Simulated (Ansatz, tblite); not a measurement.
**[In(NH3)6]3+ (InN6H18 (+3)): adding an electron**

What does adding an electron cost or gain for [In(NH3)6]3+ (InN6H18 (+3))? Each charged state is run at several levels.

Computed with Ansatz 0.2.0, Gaussian basis. Level: as each input shows.

The runs, in order: charge +2 doublet, at the geometry of the singlet (PBE0-D4/def2-TZVP, PBE-D4/def2-TZVP, r2SCANh-D4/def2-TZVP); the starting singlet's energies come from earlier runs.

3 further runs of the same task are left out: 3 set aside as unsound or not needed.

### Step 1. The structure

The geometry is that of the singlet, from an earlier relaxation (r2SCAN-D4/def2-SVP).

25 atoms, charge 3, spin multiplicity 1.

Atoms are counted from 1 here; the program's logs count them from 0.

Bond lengths: In1–N2 2.338 Å, In1–N6 2.338 Å, In1–N10 2.338 Å, In1–N14 2.338 Å, In1–N18 2.337 Å, In1–N22 2.336 Å, N2–H3 1.029 Å, N2–H4 1.029 Å, N2–H5 1.029 Å, N6–H7 1.029 Å, N6–H8 1.029 Å, N6–H9 1.029 Å, N10–H11 1.029 Å, N10–H12 1.029 Å, N10–H13 1.029 Å, N14–H15 1.029 Å, N14–H16 1.029 Å, N14–H17 1.029 Å and more. Angles: N2–In1–N6 179.4°, N2–In1–N10 90.1°, N2–In1–N14 90.5°, N2–In1–N18 89.3°, N2–In1–N22 90.1°, N6–In1–N10 90.4°, N6–In1–N14 89.0°, N6–In1–N18 90.5°, N6–In1–N22 90.1°, N10–In1–N14 179.3°, N10–In1–N18 90.0°, N10–In1–N22 89.5°, N14–In1–N18 90.3°, N14–In1–N22 90.2°, N18–In1–N22 179.2°, In1–N2–H3 114.4°, In1–N2–H4 114.6°, In1–N2–H5 114.6° and more.

In takes a core potential in the def2 sets. No spin-orbit coupling is included. The ion is computed in the gas phase, without counter-ions or solvent.

### Step 2. Charge +2 doublet at the fixed geometry, PBE0-D4/def2-TZVP

The input, in.yaml:

```yaml
crystal:
  periodic: [false, false, false]
  atoms:
    - {symbol: In, position_ang: [0.000261, 0.000348, -0.000113]}
    - {symbol: N, position_ang: [-0.007908, 0.016325, 2.337954]}
    - {symbol: H, position_ang: [0.849680, 0.393506, 2.764439]}
    - {symbol: H, position_ang: [-0.114701, -0.910487, 2.772904]}
    - {symbol: H, position_ang: [-0.761029, 0.576795, 2.760088]}
    - {symbol: N, position_ang: [-0.013441, -0.005690, -2.337695]}
    - {symbol: H, position_ang: [-0.827105, -0.478232, -2.755252]}
    - {symbol: H, position_ang: [0.794686, -0.470009, -2.774482]}
    - {symbol: H, position_ang: [-0.022895, 0.929662, -2.767328]}
    - {symbol: N, position_ang: [2.338050, -0.017390, 0.002075]}
    - {symbol: H, position_ang: [2.772930, 0.915233, -0.023615]}
    - {symbol: H, position_ang: [2.764199, -0.511138, -0.794195]}
    - {symbol: H, position_ang: [2.760885, -0.466151, 0.826357]}
    - {symbol: N, position_ang: [-2.337304, 0.005662, -0.028473]}
    - {symbol: H, position_ang: [-2.752227, 0.605666, -0.754791]}
    - {symbol: H, position_ang: [-2.780259, 0.327537, 0.843084]}
    - {symbol: H, position_ang: [-2.762796, -0.916594, -0.195733]}
    - {symbol: N, position_ang: [0.017213, 2.337125, 0.014069]}
    - {symbol: H, position_ang: [0.337559, 2.751819, 0.900118]}
    - {symbol: H, position_ang: [-0.901429, 2.773189, -0.145664]}
    - {symbol: H, position_ang: [0.624547, 2.768612, -0.696290]}
    - {symbol: N, position_ang: [0.003536, -2.335985, 0.011691]}
    - {symbol: H, position_ang: [-0.167294, -2.768513, -0.906662]}
    - {symbol: H, position_ang: [-0.704653, -2.763820, 0.624188]}
    - {symbol: H, position_ang: [0.889484, -2.757482, 0.323346]}
basis:
  gaussian: {orbitals: def2-TZVP}
total_charge: 2
magnetization: {spin_polarized: true, initial_magnetization: 1}
hamiltonian: {xc: pbe0, dispersion: d4}
scf: {omitted_lower_state_checks: [starts]}
output: {orbitals: {seedname: orbitals}}
```

Launch:

```sh
$ ansatz run in.yaml --threads 4 --pin off --events-out ev --progress --plain --max-ram 4787MiB
```

What it wrote:

```text
Functional definition: PBE0
  name "PBE0"
  cite "Adamo & Barone, J. Chem. Phys. 110, 6158 (1999) doi:10.1063/1.478522"
  cite "Perdew, Burke & Ernzerhof, Phys. Rev. Lett. 77, 3865 (1996) doi:10.1103/PhysRevLett.77.3865"
  parent pbe
  parameter a = 0.25
  parameter kappa = 0.804
  parameter beta = 0.06672455060314922
  exchange = (1 - a)*pbe_x(kappa = kappa, mu = beta*pi^2/3) + a*exact_x
  correlation = pbe_c(beta = beta)
these checks for a lower state are left out or cut short: starts
2203 factors; their error is unknown
mean field evaluation 1: about -14337.7128 eV, gradient 1.2e2 eV
mean field evaluation 2: about -14287.5564 eV, gradient 1.5e2 eV
mean field evaluation 4: about -14387.9777 eV, gradient 6.9e0 eV
mean field evaluation 8: about -14388.1759 eV, gradient 5.9e-2 eV
mean field evaluation 16: about -14388.2013 eV, gradient 8.9e-5 eV
mean field -14388.20131180 eV, -528.7566455354 hartree, gradient 8.9e-5 eV, S^2 0.751089; 0 other end points of the search recorded, 0 dependent functions left out
reference -14388.20136047 eV, -528.7566473241 hartree; 40, 39 occupied and 304, 305 virtual orbitals, 2203 factors
Total energy: -14388.63731879 eV, -528.7726684967 hartree
Checks for a lower state left out: starts
```

Run time: 42 s. Hardware: 4 threads of Intel Xeon at 2.50GHz, shared host; peak memory 1.6 GiB.

Report: HOMO -9.62 eV, LUMO -8.05 eV (over both spins); ⟨S²⟩ 0.751 (pure: 0.75).

### Step 3. Charge +2 doublet at the fixed geometry, PBE-D4/def2-TZVP

start.molden holds the orbitals of an earlier run on this state, given as this run's starting guess.

Edit in.yaml of step 2 so:

```diff
@@ -29,6 +29,6 @@
 basis:
-  gaussian: {orbitals: def2-TZVP}
+  gaussian: {orbitals: def2-TZVP, initial_orbitals: start.molden}
 total_charge: 2
 magnetization: {spin_polarized: true, initial_magnetization: 1}
-hamiltonian: {xc: pbe0, dispersion: d4}
+hamiltonian: {xc: pbe, dispersion: d4}
 scf: {omitted_lower_state_checks: [starts]}
```

Same command.

What it wrote:

```text
Functional definition: PBE
  name "PBE"
  cite "Perdew, Burke & Ernzerhof, Phys. Rev. Lett. 77, 3865 (1996) doi:10.1103/PhysRevLett.77.3865"
  parent pbe
  parameter kappa = 0.804
  parameter beta = 0.06672455060314922
  exchange = pbe_x(kappa = kappa, mu = beta*pi^2/3)
  correlation = pbe_c(beta = beta)
these checks for a lower state are left out or cut short: starts
2110 factors; their error is unknown
mean field evaluation 1: about -14387.4739 eV, gradient 8.4e0 eV
mean field evaluation 2: about -14387.6524 eV, gradient 1.9e-1 eV
mean field evaluation 4: about -14387.5748 eV, gradient 5.3e-3 eV
mean field -14387.57482335 eV, -528.7336225096 hartree, gradient 8.8e-5 eV, S^2 0.750292; 0 other end points of the search recorded, 0 dependent functions left out
reference -14387.57489013 eV, -528.7336249637 hartree; 40, 39 occupied and 304, 305 virtual orbitals, 2110 factors
Total energy: -14388.07421648 eV, -528.7519748686 hartree
Checks for a lower state left out: starts
```

It took 20 s on 4 threads of Intel Xeon at 2.50GHz, shared host; peak memory 0.74 GiB.

HOMO -9.26 eV, LUMO -9.04 eV (over both spins); ⟨S²⟩ 0.750 (pure: 0.75).

### Step 4. Charge +2 doublet at the fixed geometry, r2SCANh-D4/def2-TZVP

Edit in.yaml of step 3 so:

```diff
@@ -32,3 +32,3 @@
 magnetization: {spin_polarized: true, initial_magnetization: 1}
-hamiltonian: {xc: pbe, dispersion: d4}
+hamiltonian: {xc: {name: r2SCANh}, dispersion: d4}
 scf: {omitted_lower_state_checks: [starts]}
```

Same command.

What it wrote (excerpt; [...] marks lines left out):

```text
Functional definition: r2SCANh
  name "r2SCANh"
  cite "Bursch, Neugebauer, Ehlert & Grimme, J. Chem. Phys. 156, 134105 (2022) doi:10.1063/5.0086040"
  cite "Furness, Kaplan, Ning, Perdew & Sun, J. Phys. Chem. Lett. 11, 8208 (2020) doi:10.1021/acs.jpclett.0c02405"
  cite "Furness, Kaplan, Ning, Perdew & Sun, J. Phys. Chem. Lett. 11, 9248 (2020) doi:10.1021/acs.jpclett.0c03077"
  parent r2scan
[...]
2110 factors; their error is unknown
[...]
mean field -14394.77489985 eV, -528.9982204407 hartree, gradient 5.7e-5 eV, S^2 0.751531; 0 other end points of the search recorded, 0 dependent functions left out
reference -14394.77492016 eV, -528.9982211868 hartree; 40, 39 occupied and 304, 305 virtual orbitals, 2110 factors
Total energy: -14394.92775721 eV, -529.0038378450 hartree
Checks for a lower state left out: starts
```

Run time: 63 s. Hardware: 4 threads of Intel Xeon at 2.50GHz, shared host; peak memory 1.7 GiB.

Report: HOMO -9.22 eV, LUMO -8.13 eV (over both spins); ⟨S²⟩ 0.752 (pure: 0.75).

### Step 5. Vertical electron affinity

Starting state less charged state (positive: the electron is bound), singlet to doublet; the starting state's energies are those of its earlier runs.

```tsv
level	vertical electron affinity (eV)	time
PBE-D4/def2-TZVP	+11.48	32 s
r2SCANh-D4/def2-TZVP	+11.12	84 s
PBE0-D4/def2-TZVP	+11.21	61 s
```

Times add the two runs; a level without a time comes out of a correlated run.

Beside −ε(LUMO) of the starting state:

```tsv
level	−ε(LUMO) (eV)	by difference (eV)	mismatch (eV)
PBE-D4/def2-TZVP	13.79	11.48	+2.31
r2SCANh-D4/def2-TZVP	13.10	11.12	+1.98
PBE0-D4/def2-TZVP	12.79	11.21	+1.59
```

### Step 6. Summary of results

| quantity | value |
| --- | --- |
| vertical electron affinity, functionals in def2-TZVP | 11.12 (r2SCANh-D4) to 11.48 eV (PBE-D4) |

**Reading.** The vertical electron affinity spans 11.12 to 11.48 eV over the functionals. −ε(LUMO) misses the level's own difference by +1.59 eV at best (PBE0-D4) and +2.31 eV at worst (PBE-D4).
